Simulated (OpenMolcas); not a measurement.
# One shape, several levels: CH5FOSn (SMILES [CH3][SnH]([OH])[F])

We compute a comparison of 4 runs (B3LYP/def2-SVP, SVWN5/def2-SVP, r2SCAN/def2-SVP, MP2/def2-SVP) of CH5FOSn. 

The calculation is run with OpenMolcas 26.06.

## Step 1: Starting point

The species is CH5FOSn (9 atoms), meant as a singlet with charge 0. SMILES: `[CH3][SnH]([OH])[F]`. Geometry: relaxed at PBE0-D4/def2-TZVP. This is one conformer, not always the lowest.

Bond lengths: C1–Sn2 2.120 Å, Sn2–O3 1.954 Å, Sn2–F4 1.928 Å, C1–H5 1.090 Å, C1–H6 1.090 Å, C1–H7 1.090 Å, Sn2–H8 1.697 Å, O3–H9 0.960 Å. Some angles: C1–Sn2–O3 112.2°, C1–Sn2–F4 104.4°, O3–Sn2–F4 104.6°, C1–Sn2–H8 121.5°, O3–Sn2–H8 105.6°, F4–Sn2–H8 107.3°, Sn2–C1–H5 109.8°, Sn2–C1–H6 110.0°, Sn2–C1–H7 108.7°, Sn2–O3–H9 113.8°.

## Step 2: Energy and forces at B3LYP/def2-SVP (core potential) (run 1)

Contents of test.input:

```
&GATEWAY
BasLib=$CurrDir
Coord
9
angstrom
C       -0.348000       1.320900      -0.172600
Sn      -0.271200      -0.757400       0.237600
O        1.527400      -1.346400       0.725000
F       -0.613200      -1.596000      -1.464600
H       -1.361700       1.603400      -0.455800
H       -0.043600       1.885400       0.708500
H        0.329800       1.539100      -0.997600
H       -1.308700      -1.477000       1.371800
H        2.177700      -1.218400       0.030600
Basis=def2-SVP
Group=NoSym
&SEWARD
GridInput
Grid=UltraFine
End of Grid
&SCF
KSDFT=B3LYP
Thresholds=1e-10 1e-07 1e-07 1e-05
PrOrbitals=1 2
&ALASKA
```

The basis set def2-SVP is read from a file made from the Basis Set Exchange's data (not shown).

Command:

```sh
export MOLCAS_MEM=1860
pymolcas test.input > test.log
```

The program printed:

```text
--- Start Module: gateway ---
[...]
--- Stop Module: gateway /rc=_RC_ALL_IS_WELL_ ---
[...]
      Basis functions           93
[...]
--- Start Module: scf ---
[...]
       Convergence after  16 Iterations
[...]
::    Total KS-DFT energy                            -430.4096502401
[...]
      Total spin, S                                     0.0000000000
[...]
      Total electronic charge=   50.000000
      Total            charge=   -0.000000
[...]
      Dipole Moment (debye):
      Origin of the operator (angstrom)=   -0.1403   -0.7239    0.0631
                   X= -1.3916E-01               Y=  2.7598E+00               Z=  7.2873E-01           Total=  2.8578E+00
      Quadrupole Moment (debye*angstrom):
[...]
 *              Molecular gradients               *
 **************************************************
  Irreducible representation: a
 ------------------------------------------------------------------------------------------
                              X                       Y                       Z
 ------------------------------------------------------------------------------------------
  C1                4.60550064168452E-04   -2.50077599723575E-03   -1.47543647839754E-04
  SN2               8.34396727672448E-03   -3.54646738308140E-03   -5.98410504184166E-03
  O3               -8.83482326673501E-03    5.90100112619485E-03   -9.19152497480802E-03
  F4                2.66316927841181E-03    6.32962540749560E-03    1.19241603337699E-02
  H5                5.88231199422751E-03   -1.93305195432925E-03    1.62604288531054E-03
  H6               -1.64737467003939E-03   -3.63895730287300E-03   -5.03889940824509E-03
  H7               -3.93016170422378E-03   -1.41470313958880E-03    4.83070208891867E-03
  H8                2.17213526790161E-03    1.66647070477044E-03   -2.94199766383763E-03
[...]
```

Run time: 27 s. Hardware: 1 thread of Intel Xeon 6975P-C (Granite Rapids), shared host; peak memory 0.51 GiB.

## Step 3: Energy and forces at SVWN5/def2-SVP (core potential) (run 2)

Contents of job.inp:

```
&GATEWAY
BasLib=$CurrDir
Coord
9
angstrom
C       -0.348000       1.320900      -0.172600
Sn      -0.271200      -0.757400       0.237600
O        1.527400      -1.346400       0.725000
F       -0.613200      -1.596000      -1.464600
H       -1.361700       1.603400      -0.455800
H       -0.043600       1.885400       0.708500
H        0.329800       1.539100      -0.997600
H       -1.308700      -1.477000       1.371800
H        2.177700      -1.218400       0.030600
Basis=def2-SVP
Group=NoSym
&SEWARD
GridInput
Grid=UltraFine
End of Grid
&SCF
KSDFT=SVWN5
Thresholds=1e-10 1e-07 1e-07 1e-05
PrOrbitals=1
&ALASKA
```

The basis set def2-SVP is read from a file made from the Basis Set Exchange's data (not shown).

Command:

```sh
export MOLCAS_MEM=1860
pymolcas job.inp > job.log
```

The program printed:

```text
--- Start Module: gateway ---
[...]
--- Stop Module: gateway /rc=_RC_ALL_IS_WELL_ ---
[...]
      Basis functions           93
[...]
--- Start Module: scf ---
[...]
       Convergence after  18 Iterations
[...]
::    Total KS-DFT energy                            -428.4355571475
[...]
      Total spin, S                                     0.0000000000
[...]
      Total electronic charge=   50.000000
      Total            charge=   -0.000000
[...]
      Dipole Moment (debye):
      Origin of the operator (angstrom)=   -0.1403   -0.7239    0.0631
                   X= -4.0520E-02               Y=  2.6840E+00               Z=  6.4885E-01           Total=  2.7616E+00
      Quadrupole Moment (debye*angstrom):
[...]
 *              Molecular gradients               *
 **************************************************
  Irreducible representation: a
 ------------------------------------------------------------------------------------------
                              X                       Y                       Z
 ------------------------------------------------------------------------------------------
  C1               -3.56378548506786E-04    1.00237793702416E-02   -2.18520842230119E-03
  SN2               2.66349375693054E-03   -7.75642905570972E-03   -2.67910607000488E-04
  O3                4.52772334623752E-03    5.66787185159701E-03   -1.49685360276628E-02
  F4                1.20541399890683E-03    3.16726729026229E-03    6.00929541544915E-03
  H5                1.15049555594142E-02   -2.53822021168237E-03    3.04336144101280E-03
  H6               -3.40235182571358E-03   -5.76305431891733E-03   -1.01562999778215E-02
  H7               -7.67345911761641E-03   -1.85960835150212E-03    9.28061581426221E-03
  H8                1.66365288361270E-03    1.94213768215867E-03   -2.98516809905758E-03
[...]
```

Run time: 20 s. Hardware: 1 thread of Intel Xeon 6975P-C (Granite Rapids), shared host; peak memory 0.51 GiB.

Run 3 isn't shown in full; the table further down has it.

## Step 4: The energy at MP2/def2-SVP (core potential) (run 4)

Contents of input.xyz:

```xyz
9

C     -0.348000     1.320900    -0.172600
Sn    -0.271200    -0.757400     0.237600
O      1.527400    -1.346400     0.725000
F     -0.613200    -1.596000    -1.464600
H     -1.361700     1.603400    -0.455800
H     -0.043600     1.885400     0.708500
H      0.329800     1.539100    -0.997600
H     -1.308700    -1.477000     1.371800
H      2.177700    -1.218400     0.030600
```

Contents of calc.input:

```
&GATEWAY
BasLib
$CurrDir
Coord
input.xyz
Basis
def2-SVP
Group
NoSym
&SEWARD
&SCF
Thresholds
1e-10 1e-07 1e-07 1e-05
PrOrbitals
1 1
&MBPT2
Frozen
7
```

The basis set def2-SVP is read from a file made from the Basis Set Exchange's data (not shown).

Command:

```sh
export MOLCAS_MEM=1860
pymolcas calc.input > calc.log
```

The program printed:

```text
--- Start Module: gateway ---
[...]
--- Stop Module: gateway /rc=_RC_ALL_IS_WELL_ ---
[...]
      Basis functions           93
[...]
--- Start Module: scf ---
[...]
       Convergence after  13 Iterations
[...]
::    Total SCF energy                               -428.2853529138
[...]
      Total spin, S                                     0.0000000000
[...]
      Total electronic charge=   50.000000
      Total            charge=   -0.000000
[...]
      Dipole Moment (debye):
      Origin of the operator (angstrom)=   -0.1403   -0.7239    0.0631
                   X= -3.5408E-01               Y=  3.0687E+00               Z=  9.3146E-01           Total=  3.2264E+00
      Quadrupole Moment (debye*angstrom):
[...]
--- Stop Module: scf /rc=_RC_ALL_IS_WELL_ ---
[...]
--- Start Module: mbpt2 ---
[...]
WARNING!
Default frozen orbitals as non valence orbitals is overwritten by user input.
Default values:   3
[...]
       Reference weight ( Cref**2 )         =        0.84345
::    Total MBPT2 energy                             -428.9234709347
[...]
      Total MBPT2 calculations                           0.27      0.32
--- Stop Module: mbpt2 /rc=_RC_ALL_IS_WELL_ ---
[...]
```

It took 6.3 s on 1 thread of Intel Xeon 6975P-C (Granite Rapids), shared host; peak memory 0.51 GiB.

## Step 5: Overview of the runs

| run | level | task | integration grid | energy (Eh) | dipole moment (D) of the reference | HOMO energy (eV) | LUMO energy (eV) | wall time |
| --- | --- | --- | --- | --- | --- | --- | --- | --- |
| 1 | B3LYP/def2-SVP (core potential) | gradient | UltraFine | -430.409650 | 2.86 | -7.97 | -0.36 | 27 s |
| 2 | SVWN5/def2-SVP (core potential) | gradient | UltraFine | -428.435557 | 2.76 | -6.76 | -1.21 | 20 s |
| 3 | r2SCAN/def2-SVP (core potential) | gradient | UltraFine | -430.310869 | 2.84 | -7.03 | -0.68 | 40 s |
| 4 | MP2/def2-SVP (core potential) | energy | – | -428.923471 | 3.23 | -11.83 | 3.35 | 6.3 s |

## Step 6: Results

| quantity | value |
| --- | --- |
| run 4: total energy | -428.92347 Eh |
| run 4: dipole moment (mean-field density) | 3.23 D |
| run 4: HOMO energy (Hartree–Fock orbitals) | -11.83 eV |
| run 4: LUMO energy (Hartree–Fock orbitals) | 3.35 eV |
| run 4: HOMO–LUMO gap (Hartree–Fock orbitals) | 15.18 eV |
| run 4: correlation energy (7 core orbitals frozen) | -638.1 mEh |

In words: Over runs 1, 2, 3 the dipole moment (its size) runs from 2.76 D (SVWN5/def2-SVP) to 2.86 D (B3LYP/def2-SVP). Over runs 1, 2, 3 the HOMO–LUMO gap runs from 5.55 eV (SVWN5/def2-SVP) to 7.61 eV (B3LYP/def2-SVP). Totals of different functionals can't be ranked against each other. All runs together took 93 s, the longest 40 s.
